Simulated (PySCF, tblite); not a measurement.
# C6H6F4O: geometry, infrared bands and NMR shifts

Aim: predict the infrared bands and NMR shifts of C6H6F4O (`C/C(C(=O)F)=C(\C)C(F)(F)F`).

Programs: tblite 0.8.0 and PySCF 2.14.0, with density-fitted response routines of our own. Each step states its level of theory. These are calculated values for one molecule in the gas phase, unless marked as measured. Atoms count from 0, in the outputs and in this text.

## Step 1: The starting structure

17 atoms, charge 0, multiplicity 1; geometry from: force field or distance geometry start.

Bonds of the start (Å): C0–C1 1.49, C1–C2 1.50, C2–O3 1.23, C2–F4 1.33, C1–C5 1.36, C5–C6 1.51, C5–C7 1.51, C7–F8 1.36, C7–F9 1.36, C7–F10 1.35, C0–H11 1.10, C0–H12 1.10, C0–H13 1.09, C6–H14 1.10, C6–H15 1.11, C6–H16 1.09.

## Step 2: Optimising the geometry with GFN2-xTB

What the job is given:

```
{"job": {"kind": "relax", "xc": "GFN2-xTB", "basis": "xTB"}, "charge": 0, "multiplicity": 1}
C     -1.688600     1.082200    -0.353600
C     -0.786500    -0.054500    -0.021900
C     -1.519900    -1.324000     0.301500
O     -2.718000    -1.474300     0.059900
F     -0.887900    -2.319900     0.920300
C      0.568600    -0.011600     0.023600
C      1.367700     1.257900    -0.175200
C      1.465500    -1.208700     0.248600
F      2.752600    -0.975600    -0.110000
F      1.055900    -2.279800    -0.487500
F      1.474200    -1.587700     1.543800
H     -2.232200     1.420100     0.544600
H     -2.443600     0.780700    -1.089500
H     -1.174000     1.942900    -0.786700
H      0.763000     2.173200    -0.106700
H      2.128600     1.346600     0.621200
H      1.867600     1.244300    -1.142300
```

Launch:

```
> OMP_NUM_THREADS=1 python probes_run.py task.json out
```

One launch serves the whole session: the jobs run in the order shown.

**Question.** This job is followed by: GFN2-xTB harmonic vibrations, gas phase; GIAO PBE0/pcSseg-1 NMR shielding, non-relativistic, gas phase. What will the session give for the following? strongest single infrared mode (GFN2-xTB); zero-point energy (GFN2-xTB); ¹³C shifts against TMS (PBE0/pcSseg-1); ¹H shifts against TMS (PBE0/pcSseg-1, means over atoms taken as alike); ¹⁷O shifts against H2O (PBE0/pcSseg-1); ¹⁹F shifts against CFCl3 (PBE0/pcSseg-1, means over atoms taken as alike).

The runs gave:

| quantity | value |
| --- | --- |
| strongest single infrared mode (GFN2-xTB) | 1842 cm⁻¹, 471 km/mol |
| zero-point energy (GFN2-xTB) | 69.8 kcal/mol |
| ¹³C shifts against TMS (PBE0/pcSseg-1) | 168.0, 148.3, 137.1, 132.1, 19.4, 18.0 ppm |
| ¹H shifts against TMS (PBE0/pcSseg-1, means over atoms taken as alike) | 2.24, 2.16 ppm |
| ¹⁷O shifts against H2O (PBE0/pcSseg-1) | 460.5 ppm |
| ¹⁹F shifts against CFCl3 (PBE0/pcSseg-1, means over atoms taken as alike) | 61.1, -77.7 ppm |

In words: Relaxing lowered the energy by 0.262 eV in 98 steps; the close pair that moved most is C2–O3, from 1.231 to 1.181 Å. All 45 modes are real, so the xTB geometry is a minimum. The strongest single mode, at 1842 cm⁻¹, moves mainly C2 and O3. GFN2-xTB is a fitted tight-binding method: band positions and strengths are rough. Its intensities can rank the bands wrongly. At PBE0/pcSseg-1: Shielding is most anisotropic at O3 (span 645 ppm, paramagnetic term -525 ppm).
